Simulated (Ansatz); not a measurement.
**C₃H₇AlS: one species, many methods**

One table from this session's results is given with a row withheld; the runs are named, their logs left out.

Program: Ansatz 0.2.0, Gaussian basis. Level of theory: functionals in def2-TZVPP, the program's frozen cores in correlated methods. These are calculated values, not measurements.

Plan: PBE-D4, r2SCAN-D4, PBE0-D4, B3LYP-D4, ωB97X-V, ωB97M-V, B2PLYP; CCSD(T)/def2-TZVPP; MP2/def2-QZVPP; extrapolation to the limit.

## Structure used throughout

The geometry comes from an earlier relaxation with PBE0-D4 in a triple-zeta def2 set; it is a stationary point, not always the lowest conformer.

12 atoms, charge 0, spin multiplicity 1.

Atoms are counted from 1 here; the program's logs count them from 0.

Bond lengths: C1–Al2 1.948 Å, C1–H6 1.094 Å, C1–H7 1.095 Å, C1–H8 1.093 Å, Al2–C4 2.328 Å, Al2–S5 2.253 Å, Al2–H9 1.584 Å, C3–C4 1.350 Å, C3–H10 1.086 Å, C3–H11 1.084 Å, C4–S5 1.756 Å, C4–H12 1.088 Å. Angles: Al2–C1–H6 111.5°, Al2–C1–H7 110.2°, Al2–C1–H8 112.4°, H6–C1–H7 106.9°, H6–C1–H8 108.3°, H7–C1–H8 107.3°, C1–Al2–C4 105.5°, C1–Al2–S5 118.4°, C1–Al2–H9 123.3°, C4–Al2–S5 45.0°, C4–Al2–H9 122.6°, S5–Al2–H9 116.7°, C4–C3–H10 121.5°, C4–C3–H11 120.5°, H10–C3–H11 117.7°, Al2–C4–C3 80.9°, Al2–C4–S5 65.2°, Al2–C4–H12 121.3° and more.

Set-up of the first run:

in.yaml

```yaml
crystal:
  periodic: [false, false, false]
  atoms:
    - {symbol: C, position_ang: [-1.911051, -0.078056, 0.349856]}
    - {symbol: Al, position_ang: [-0.132970, 0.564722, 0.820587]}
    - {symbol: C, position_ang: [1.725604, -0.635306, -0.344569]}
    - {symbol: C, position_ang: [1.147822, 0.316399, -1.107635]}
    - {symbol: S, position_ang: [0.904090, 1.978164, -0.594528]}
    - {symbol: H, position_ang: [-2.075252, -1.098859, 0.707538]}
    - {symbol: H, position_ang: [-2.675976, 0.550268, 0.818028]}
    - {symbol: H, position_ang: [-2.089625, -0.059521, -0.727923]}
    - {symbol: H, position_ang: [0.480521, 0.435238, 2.275104]}
    - {symbol: H, position_ang: [2.268048, -0.384781, 0.562059]}
    - {symbol: H, position_ang: [1.741111, -1.669193, -0.671180]}
    - {symbol: H, position_ang: [0.694477, 0.025823, -2.053335]}
basis:
  gaussian: {orbitals: def2-TZVPP}
hamiltonian: {xc: pbe, dispersion: d4}
output: {forces: true, orbitals: {seedname: orbitals}}
```

Started as:

```console
$ ansatz run in.yaml --threads 4 --pin off --events-out ev --progress --plain --max-ram 10444MiB
```

Among the steps run: PBE-D4 (GGA); r2SCAN-D4 (meta-GGA); PBE0-D4 (hybrid); B3LYP-D4 (hybrid); ωB97X-V (range-separated); ωB97M-V (range-separated); B2PLYP (double hybrid); CCSD(T) in def2-TZVPP; MP2 in def2-QZVPP.

One of the session's tables, all rows but one given; the rest of the session is left out.

| method | atomisation energy (kcal/mol) |
| --- | --- |
| PBE-D4 | 1075.6 |
| r2SCAN-D4 | 1063.2 |
| PBE0-D4 | 1061.8 |
| B3LYP-D4 | 1054.2 |
| ωB97X-V | 1058.5 |
| ωB97M-V | 1061.2 |
| B2PLYP | 1043.2 |
| HF/def2-TZVPP | 784.2 |
| MP2/def2-TZVPP | ? |
| CCSD/def2-TZVPP | 1013.9 |
| CCSD(T)/def2-TZVPP | 1030.3 |
| MP2/CBS | 1070.2 |
| CCSD(T)/CBS | 1056.3 |

**Question.** Estimate the row for MP2/def2-TZVPP.

The run gave: atomisation energy (kcal/mol): 1044.2. In the column «atomisation energy (kcal/mol)» it lies between B2PLYP (1043.2) and B3LYP-D4 (1054.2).

To keep in mind: Free atoms (3 C, 1 Al, 1 S, 7 H) were run apart at each level; the atomisation energy is their sum less the molecule, without zero-point or spin-orbit terms.
